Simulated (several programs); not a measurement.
## BiB2P (ordering on zincblende) from semi-empirical methods to plane-wave DFT

BiB2P as one 4-atom ordering (P-4m2) on the zincblende lattice, relaxed with r2SCAN in Ansatz, was computed with several methods. Space group P-4m2 (No. 115), tetragonal; a = 3.501 Å, c = 5.085 Å in the conventional setting, 15.58 Å³ an atom. P has 4 B at 2.04 Å; B has 2 P at 2.04 Å and 2 Bi at 2.31 Å; Bi has 4 B at 2.31 Å and 4 Bi at 3.50 Å. These are computed values for a spin-unpolarised cell that may be hypothetical; none is a measurement.

```
CELL_PARAMETERS angstrom
3.50085 0.00000 0.00000
0.00000 3.50085 0.00000
0.00000 0.00000 5.08496
ATOMIC_POSITIONS crystal
P 0.00000 0.00000 0.00000
B 0.00000 0.50000 0.79535
Bi 0.50000 0.50000 0.50000
B 0.50000 0.00000 0.20465
```

Gaps and times are for a single point on this cell; volume and bulk modulus come from each method's own relaxation or energy curve at fixed shape, which is too stiff where a cell has free coordinates or axes. Times are rough, from shared hosts (Intel Xeon Platinum 8375C CPU @ 2.90GHz), and each method has its own mesh and cell size. A double dagger marks a value from a curve with shape and coordinates held. PM7 (MOPAC), GFN1-xTB (tblite), GFN2-xTB (tblite) treat a cluster of cells at its zone centre, which samples few k points: where these miss a band edge, the gap comes out too large for that reason alone. Gaps from k meshes are read at a limited set of points (mesh, symmetry points, PBE's band edges), so each method's own least gap may be somewhat smaller. xTB and the PM methods were fitted mostly to molecules, and can miss a solid's gap by electronvolts. Minimal bases can be far off for gaps. Times of the plane-wave ladder aren't listed, since it ran on unlike processors and cards. d marks a direct gap, i an indirect one (no mark: not told apart), a dash a value that wasn't computed or didn't pass its checks.

```json
{"method": "light PBE (260 eV and a coarse mesh)", "kind": "light plane-wave", "gap (eV)": "overlap 0.29", "own volume (Å³/atom)": "–", "bulk modulus (GPa)": "–", "atoms computed": "4", "processor time": "1.6 s"}
{"method": "GFN1-xTB (tblite)", "kind": "tight binding", "gap (eV)": "0.44", "own volume (Å³/atom)": "15.38‡", "bulk modulus (GPa)": "111‡", "atoms computed": "cluster", "processor time": "4.2 s"}
{"method": "GFN2-xTB (tblite)", "kind": "tight binding", "gap (eV)": "0.35", "own volume (Å³/atom)": "15.36‡", "bulk modulus (GPa)": "117‡", "atoms computed": "cluster", "processor time": "7.8 s"}
{"method": "PBE/SZV (CP2K)", "kind": "small basis", "gap (eV)": "1.62 i", "own volume (Å³/atom)": "16.72‡", "bulk modulus (GPa)": "108‡", "atoms computed": "4", "processor time": "8.7 s"}
{"method": "PBE", "kind": "semilocal", "gap (eV)": "overlap 0.28", "own volume (Å³/atom)": "15.75", "bulk modulus (GPa)": "112‡", "atoms computed": "4", "processor time": "–"}
{"method": "PBE/single zeta (GPAW)", "kind": "small basis", "gap (eV)": "0.48 i", "own volume (Å³/atom)": "–", "bulk modulus (GPa)": "–", "atoms computed": "4", "processor time": "21 s"}
{"method": "r2SCAN", "kind": "semilocal", "gap (eV)": "overlap 0.17", "own volume (Å³/atom)": "15.58", "bulk modulus (GPa)": "119‡", "atoms computed": "4", "processor time": "–"}
{"method": "PBE/DZVP (CP2K)", "kind": "small basis", "gap (eV)": "overlap 0.22", "own volume (Å³/atom)": "15.88‡", "bulk modulus (GPa)": "110‡", "atoms computed": "4", "processor time": "26 s"}
{"method": "PM7 (MOPAC)", "kind": "semi-empirical", "gap (eV)": "3.81", "own volume (Å³/atom)": "–", "bulk modulus (GPa)": "–", "atoms computed": "cluster", "processor time": "65 s"}
{"method": "PBE+SOC", "kind": "semilocal", "gap (eV)": "overlap 0.45", "own volume (Å³/atom)": "–", "bulk modulus (GPa)": "–", "atoms computed": "4", "processor time": "–"}
{"method": "HSE06", "kind": "hybrid", "gap (eV)": "0.22 i", "own volume (Å³/atom)": "–", "bulk modulus (GPa)": "–", "atoms computed": "4", "processor time": "–"}
```

Against HSE06 (0.22 eV) and with closed or daggered gaps left aside, the nearest gap at the points sampled is that of GFN2-xTB (tblite) (+0.13 eV) and the farthest that of PM7 (MOPAC) (+3.59 eV). HSE06 is only a yardstick of convenience, and nearness to it can be luck.

Volumes against r2SCAN's: PBE +1.1 %.

With PBE and r2SCAN the bands overlap or touch, or nearly. Semilocal functionals can close a real gap, so this doesn't show a metal; small gaps of other methods may in turn close between the points read or with spin-orbit coupling, and the solid may be a semimetal.

Only the rows marked +SOC include spin-orbit coupling.
